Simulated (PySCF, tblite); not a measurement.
# C4H9FS2Si: geometry, infrared bands and NMR shifts

Wanted: the infrared bands and NMR shifts of C4H9FS2Si (`CC[Si]1(F)SCCS1`), by calculation.

Computed with tblite 0.8.0 and PySCF 2.14.0, with density-fitted response routines of our own, on a single molecule in the gas phase. Atoms count from 0, in the outputs and in this text.

## 1. Starting geometry

17 atoms, charge 0, multiplicity 1; geometry from: force field or distance geometry start.

Bonds of the start (Å): C0–C1 1.54, C1–Si2 1.84, Si2–F3 1.67, Si2–S4 2.16, S4–C5 1.76, C5–C6 1.44, C6–S7 1.75, S7–Si2 2.12, C0–H8 1.12, C0–H9 1.08, C0–H10 1.10, C1–H11 1.13, C1–H12 1.09, C5–H13 1.12, C5–H14 1.12, C6–H15 1.12, C6–H16 1.12.

## 2. Geometry optimisation with GFN2-xTB

The job: settings as JSON, then the geometry in Å.

```
{"job": {"kind": "relax", "xc": "GFN2-xTB", "basis": "xTB"}, "charge": 0, "multiplicity": 1}
C      2.749900    -0.383000     0.139400
C      1.446100    -0.846900    -0.529300
Si     0.430900     0.668300    -0.735100
F      1.253500     2.001500    -1.318800
S     -0.456000     1.134100     1.181300
C     -2.070000     0.461800     1.025300
C     -2.500700     0.014600    -0.276000
S     -1.458100     0.344900    -1.643900
H      2.901600     0.699300    -0.098000
H      3.622400    -0.924600    -0.205400
H      2.560200    -0.433500     1.224100
H      0.987800    -1.558100     0.221700
H      1.675500    -1.352000    -1.462900
H     -2.801700     1.207700     1.415500
H     -2.143800    -0.383600     1.753200
H     -3.514500     0.450500    -0.475800
H     -2.690000    -1.089100    -0.225300
```

On the command line:

```bash
OMP_NUM_THREADS=1 python probes_run.py task.json out
```

This one command runs all jobs of the session in turn.

**Question.** This job is followed by: GFN2-xTB harmonic vibrations, gas phase; GIAO PBE0/pcSseg-1 NMR shielding, non-relativistic, gas phase. What will the session give for the following? strongest single infrared mode (GFN2-xTB); zero-point energy (GFN2-xTB); 13C shifts against TMS (PBE0/pcSseg-1, means over atoms taken as alike); 1H shifts against TMS (PBE0/pcSseg-1, means over atoms taken as alike); 29Si shifts against TMS (PBE0/pcSseg-1); 19F shifts against CFCl3 (PBE0/pcSseg-1); 33S shifts against CS2 (PBE0/pcSseg-1, means over atoms taken as alike).

As calculated:

| quantity | value |
| --- | --- |
| strongest single infrared mode (GFN2-xTB) | 798 cm⁻¹, 218 km/mol |
| zero-point energy (GFN2-xTB) | 79.7 kcal/mol |
| 13C shifts against TMS (PBE0/pcSseg-1, means over atoms taken as alike) | 41.4, 16.8, 9.2 ppm |
| 1H shifts against TMS (PBE0/pcSseg-1, means over atoms taken as alike) | 3.02, 2.85, 1.24, 1.16 ppm |
| 29Si shifts against TMS (PBE0/pcSseg-1) | 61.3 ppm |
| 19F shifts against CFCl3 (PBE0/pcSseg-1) | -140.1 ppm |
| 33S shifts against CS2 (PBE0/pcSseg-1, means over atoms taken as alike) | -79 ppm |

What this shows: Relaxing lowered the energy by 1.149 eV in 117 steps; the close pair that moved most is C6–S7, from 1.751 to 1.829 Å. No mode is imaginary among the 45: a minimum at this level. The strongest single mode, at 798 cm⁻¹, moves mainly Si2 and F3. Unscaled tight-binding wavenumbers are off by several per cent, some by more. Its intensities can rank the bands wrongly. At PBE0/pcSseg-1: The widest tensor belongs to S4, S7: span 206 ppm, with a paramagnetic part of -477 ppm.
